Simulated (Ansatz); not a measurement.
# GaN2+ (triplet): wave-function methods side by side, cc-pVDZ

The task here is to estimate one member of a computed series from the others.

Program: Ansatz 0.2.0, Gaussian basis. Level of theory: cc-pVDZ, core rule «outside noble gas», up to 16 orbitals frozen. These are calculated values, not measurements.

To be run: UHF; CCSD(T) on ROHF; CCSD(T) on UHF; BCCD(T) on ROHF; CISD; CCSDT(Q) on UHF.

44 further runs of the same task are left out: 16 for a known fault of the program, 12 that didn't finish, 16 set aside as unsound or not needed.

## The geometry

The geometry is a PBE0/def2-TZVP stationary point (not a proven minimum) of the parent state, kept for this charge and spin. No spin-orbit coupling is included. The filled d shell of Ga may be among the frozen orbitals whatever the setting's name suggests; the logs give the count.

3 atoms, charge 1, spin multiplicity 3.

Atoms are counted from 1 here; the program's logs count them from 0.

Bond lengths: N1–Ga2 1.807 Å, Ga2–N3 1.807 Å. Angles: N1–Ga2–N3 180.0°.

The first run:

The input, in.yaml:

```yaml
crystal:
  periodic: [false, false, false]
  atoms:
    - {symbol: N, position_ang: [0.000000, 0.000000, 1.806600]}
    - {symbol: Ga, position_ang: [0.000000, 0.000000, 0.000000]}
    - {symbol: N, position_ang: [0.000000, 0.000000, -1.806600]}
basis:
  gaussian: {orbitals: cc-pVDZ}
total_charge: 1
magnetization: {spin_polarized: true, initial_magnetization: 2}
hamiltonian: {xc: hf}
output: {orbitals: {seedname: orbitals}}
```

Started as:

```sh
ansatz run in.yaml --threads 1 --pin off --events-out ev --progress --plain --max-ram 2393MiB
```

Steps of the session up to this table: UHF; CCSD(T) on ROHF; CCSD(T) on UHF; BCCD(T) on ROHF; CISD; CCSDT(Q) on UHF.

One table of the session follows, with a row left open; its other results are not shown here.

| method | from UCCSDT(Q) (kJ/mol) |
| --- | --- |
| UHF | +804.0 |
| RMP2 | +273.2 |
| UMP2 | ? |
| RCCSD | +102.6 |
| UCCSD | +87.2 |
| RCCSD(T) | -1.6 |
| UCCSD(T) | +51.6 |
| BCCD(T) | +51.6 |
| UCCSDT | +11.1 |
| UCCSDT(Q) | 0 |

Q: Estimate the row for UMP2 from the others.

**Answer.** from UCCSDT(Q) (kJ/mol): +213.4. In the column «from UCCSDT(Q) (kJ/mol)» it lies between RCCSD (+102.6) and RMP2 (+273.2).

Not comparable, so not listed: CISD (they don't share determinant, frozen orbitals or solution with the rows shown, or repeat one).

Left out of the table: ROHF (another determinant or state than the rows shown).

Caveats from the session: The determinant is far from a pure spin state, so its energy mixes those of several spin states (harmless only where they are near-degenerate, as at dissociation). The report flags that the cluster equations may have other roots. The program flags RCCSD(T), UCCSD(T), BCCD(T), UCCSDT(Q) as in doubt, so the zero of the table is itself unsure. Warnings: spin contamination; coupled cluster took another determinant than the lowest; large T1 diagnostic. Restricted and unrestricted rows rest on different reference determinants; where their highest levels disagree by more than a few hundredths of an eV, they describe different states and don't form one ladder.
